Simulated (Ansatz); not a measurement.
# SrMgTa3Sb: the cost of one run

Method: DFT PBE, scalar-relativistic, plane waves, PAW, unless a step names another level, in Ansatz 0.2.0.

8 further runs of the same task are left out: 8 set aside as unsound or not needed. Runs told in other sessions of the task aren't counted.

## 1. Plan

Pauling electronegativities: Sr 0.95, Mg 1.31, Ta 1.50, Sb 2.05 (spread 1.10). No set of common oxidation states balances it. Tabulated atomic sizes suggest about 20 Å³/atom. 25 candidates were drawn, by swapping species into database cells of other compounds, at random by space group and Wyckoff sites, or by hand, as the table says:

```
name                   made from  space group no.                       Wyckoff sites  atoms (primitive cell)  V (Å³/atom)
 c01                      random               38      Sr 2b; Mg 2a; Ta 4d, 2a; Sb 2b                       6         22.0
 c02                      random              187          Sr 1b; Mg 1a; Ta 3j; Sb 1d                       6         26.1
 c03                      random              123      Sr 1b; Mg 1c; Ta 2h, 1a; Sb 1d                       6         25.0
 c04                      random               22      Sr 4b; Mg 4d; Ta 8h, 4c; Sb 4a                       6         24.7
 c05                      random              156  Sr 1a; Mg 1c; Ta 1c, 1b, 1c; Sb 1b                       6         23.6
 c06                      random               22      Sr 4c; Mg 4a; Ta 4b, 8h; Sb 4d                       6         23.6
 c07  database cell of DyGaFeCo3               10      Sr 1a; Mg 1f; Ta 2m, 1h; Sb 1e                       6         21.3
 c08                      random              187      Sr 1b; Mg 1c; Ta 2h, 1a; Sb 1f                       6         22.9
 c09                      random              123      Sr 1b; Mg 1a; Ta 2f, 1c; Sb 1d                       6         24.0
 c10                      random               71      Sr 2c; Mg 2a; Ta 4j, 2d; Sb 2b                       6         22.7
 c11  database cell of LaAlCuNi3               10      Sr 1g; Mg 1f; Ta 2m, 1e; Sb 1b                       6         21.9
 c12  database cell of LaAlCuNi3              187          Sr 1e; Mg 1c; Ta 3k; Sb 1a                       6         21.7
 c13  database cell of LaFeCuNi3              187          Sr 1e; Mg 1a; Ta 3k; Sb 1c                       6         22.0
 c14                      random               12      Sr 2b; Mg 2a; Ta 2c, 4i; Sb 2d                       6         21.8
 c15  database cell of LaAlCuNi3               10      Sr 1g; Mg 1b; Ta 2m, 1e; Sb 1f                       6         21.9
 c16                      random              123      Sr 1c; Mg 1d; Ta 2f, 1a; Sb 1b                       6         24.0
 c17                      random              187          Sr 1f; Mg 1c; Ta 3j; Sb 1a                       6         25.0
 c18                      random               99      Sr 1b; Mg 1b; Ta 2c, 1a; Sb 1a                       6         21.6
 c19                      random               22      Sr 4d; Mg 4c; Ta 8g, 4a; Sb 4b                       6         20.7
 c20                      random              123      Sr 1c; Mg 1d; Ta 2e, 1b; Sb 1a                       6         24.6
 c21  database cell of LaMnAlNi3              187          Sr 1a; Mg 1e; Ta 3k; Sb 1c                       6         22.1
 c22  database cell of LaFeCuNi3              187          Sr 1a; Mg 1c; Ta 3k; Sb 1e                       6         22.0
 c23                      random              174          Sr 1b; Mg 1f; Ta 3j; Sb 1d                       6         24.5
 c24  database cell of LaAlCuNi3               10      Sr 1b; Mg 1g; Ta 2m, 1e; Sb 1f                       6         21.9
 c25                      random               99      Sr 1b; Mg 1b; Ta 2c, 1a; Sb 1b                       6         25.2
```

## 2. Screening run of c04

input.yaml

```yaml
crystal:
  lattice:
    - [0.0, 3.82765223, 6.41410121]
    - [3.01398695, 0.0, 6.41410121]
    - [3.01398695, 3.82765223, 0.0]
  atoms:
    - { symbol: Sr, position: [0.5, 0.5, 0.5] }
    - { symbol: Mg, position: [0.75, 0.75, 0.75] }
    - { symbol: Ta, position: [0.94908583, 0.94908583, 0.55091417] }
    - { symbol: Ta, position: [0.55091417, 0.55091417, 0.94908583] }
    - { symbol: Ta, position: [0.25, 0.25, 0.25] }
    - { symbol: Sb, position: [0.0, 0.0, 0.0] }
basis:
  ecutwfc: 420
kpoints:
  mp_grid: { grid: [4, 4, 4] }
hamiltonian:
  xc: pbe
scf:
  occupations: { method: gaussian, width: 0.2 }
  lower_state_search: "off"
output:
  forces: true
  stress: true
  eigenvalues: true
relax:
  adjacent_minimum: "off"
  f_tol: 0.08
  max_steps: 16
  cell: { stress_tol: 0.8 }
```

Command:

```
ansatz run input.yaml --threads 1 --pin off --max-ram 2560MiB --backend cpu --events-out ev --progress --plain --runs-dir out
```

What time and memory should one allow on 1 thread of Intel Xeon 6975P-C (Granite Rapids), shared host?

About 82 s, with a peak of 0.53 GiB.
